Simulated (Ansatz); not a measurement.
# Ta: the cost of one run

Program: Ansatz 0.2.0. Level of theory: DFT r2SCAN, scalar-relativistic, plane waves, PAW. These are calculated values, not measurements.

**1. The starting structure**

The structure is cubic, space group Im-3m (No. 229). The conventional cell has a = 3.310 Å, b = 3.310 Å, c = 3.310 Å, α = 90.00°, β = 90.00°, γ = 90.00°. Ta (site symmetry m-3m) is surrounded by 8 Ta at 2.87 Å.

As a file:

```
CELL_PARAMETERS angstrom
-1.65500 1.65500 1.65500
1.65500 -1.65500 1.65500
1.65500 1.65500 -1.65500
ATOMIC_POSITIONS crystal
Ta 0.00000 0.00000 0.00000
```

**2. Relaxing cell and atoms: Ta, no spin**

The input, input.yaml:

```yaml
crystal:
  lattice:
    - [-1.655, 1.655, 1.655]
    - [1.655, -1.655, 1.655]
    - [1.655, 1.655, -1.655]
  atoms:
    - { symbol: Ta, position: [0.0, 0.0, 0.0] }
scf:
  occupations: { method: gaussian, width: 0.1 }
output:
  forces: true
  stress: true
  eigenvalues: true
hamiltonian:
  xc: r2scan
kpoints:
  mp_grid: { grid: [24, 24, 24] }
relax:
  f_tol: 0.005
  max_steps: 60
  cell: { stress_tol: 0.02 }
```

Launch:

```sh
$ ansatz run input.yaml --threads 2 --pin off --max-ram 14336MiB --backend cpu --events-out ev --progress --plain --runs-dir out
```

**Question.** How long does this run take on 2 threads of Intel Xeon 6975P-C (Granite Rapids), shared host, and how much memory does it need?

About 16 s, with a peak of 0.53 GiB.
